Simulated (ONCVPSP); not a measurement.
# An ONCV potential for platinum, from input to tests

Do these settings give a usable potential? It is generated, then checked for transferability, scattering, ghosts and hardness.

Program: ONCVPSP 4.0.1. Reference atom: LDA (Perdew-Wang 92), fully relativistic, spherical and spin-unpolarised. All values are calculated.

1 further run of the same task is left out (set aside as unsound or not needed).

## Step 1: Settings

Typed settings, in words:

```
element                 : platinum (Pt, Z = 78)
type                    : optimised norm-conserving Vanderbilt (ONCV)
frozen core             : [Kr] 4d10 4f14
valence charge          : 18
reference configuration : 5s2 5p6 5d9 6s0.5 6p0.5
partial waves           : 5s+6s: rc 1.50 bohr, ncon 5, nbas 9, qcut 8.5 1/bohr, 2 projectors; 5p+6p: rc 2.00 bohr, ncon 4, nbas 8, qcut 8.2 1/bohr, 2 projectors; 5d: rc 2.20 bohr, ncon 3, nbas 8, qcut 6.4 1/bohr, 2 projectors, debl 0.9 Ha
local potential         : polynomial inside 1.10 bohr (lpopt 5, dvloc0 0 Ha)
core correction         : Teter function fitted to the true core (icmod 2), fcfact 0.5
```

An earlier all-electron run gives the scale for the radii.

All-electron outer shells of the reference configuration (LDA (PZ), scalar-relativistic, ld1.x):

```
shell  level (eV)  outermost node (bohr)  outermost maximum (bohr)
   4d     -307.84                   0.20                      0.42
   5s     -103.26                   0.49                      0.87
   4f      -71.56                      –                      0.38
   5p      -57.36                   0.53                      0.98
   5d       -7.40                   0.57                      1.26
   6s       -6.76                   1.14                      2.35
   6p       -1.57                   1.36                      3.47
```

## Step 2: Generation

Pt.dat

```
# ATOM AND REFERENCE CONFIGURATION
# atsym  z   nc   nv     iexc    psfile
  Pt 78.00   10    5  -001012      upf
#
#   n    l    f
    1    0    2.00
    2    0    2.00
    2    1    6.00
    3    0    2.00
    3    1    6.00
    3    2   10.00
    4    0    2.00
    4    1    6.00
    4    2   10.00
    4    3   14.00
    5    0    2.00
    5    1    6.00
    5    2    9.00
    6    0    0.50
    6    1    0.50
#
# PSEUDOPOTENTIAL AND OPTIMIZATION
# lmax
    2
#
#   l,   rc,      ep,       ncon, nbas, qcut
    0    1.50    0.00    5    9    8.50
    1    2.00    0.00    4    8    8.20
    2    2.20    0.00    3    8    6.40
#
# LOCAL POTENTIAL
# lloc, lpopt,  rc(5),   dvloc0
    4    5    1.10    0.00
#
# VANDERBILT-KLEINMAN-BYLANDER PROJECTORs
# l, nproj, debl
    0    2    1.30
    1    2    2.10
    2    2    0.90
#
# MODEL CORE CHARGE
# icmod, fcfact, rcfact
    2    0.50    0.80
#
# LOG DERIVATIVE ANALYSIS
# epsh1, epsh2, depsh
   -5.00    5.00    0.04
#
# OUTPUT GRID
# rlmax, drl
    6.00    0.01
#
# TEST CONFIGURATIONS
# ncnf
    4
# nvcnf
#   n    l    f
    5
    5    0    2.00
    5    1    6.00
    5    2    9.00
    6    0    1.00
    6    1    0.00
#
    5
    5    0    2.00
    5    1    6.00
    5    2    9.00
    6    0    0.00
    6    1    0.00
#
    5
    5    0    2.00
    5    1    6.00
    5    2    8.00
    6    0    0.00
    6    1    0.00
#
    5
    5    0    2.00
    5    1    6.00
    5    2    7.00
    6    0    0.00
    6    1    0.00
#
```

Launch:

```sh
oncvpspr.x < Pt.dat > Pt.out
```

Before running it: what results should come out? Wanted: cutoffs for 1 and 0.1 mHa per electron, occupied waves; bound ghosts; GHOST(+) flags; largest test error; largest phase difference near zero energy, channels read; rms error of d²Exc/dn², without and with the model core.

**Answer**, as computed:

| quantity | value |
| --- | --- |
| cutoffs for 1 and 0.1 mHa per electron, occupied waves | 30 Ha and 34 Ha |
| bound ghosts | none found |
| GHOST(+) flags | s at 165 eV |
| largest test error (AE − PS) | +0.7 meV, for 5s2 5p6 5d9 6s0 6p0 (2 tests unsolved) |
| largest phase difference near zero energy, channels read | 0.000 rad |
| rms error of d²Exc/dn², without and with the model core | 8.07 and 3.73 mHa |

**Reading.** The worst unpolarised test, 5s2 5p6 5d9 6s0 6p0, is off by 0.7 meV on 7.0 eV; by total energies transferability rates as very good where solved. Of the tests 2 gave no usable energy difference, which is a warning in itself. The potential is of middling hardness: the looser tolerance needs 30 Ha. The program's ghost test flags no bound state. Near zero energy the phases of the channels with partial waves agree within 0.001 rad. The program also flags highly localised states, GHOST(+) (s). Note that the frozen 4f shell (-72 eV) lies higher than the valence 5s shell (-103 eV). These are tests on the free atom; a crystal test is still owed.
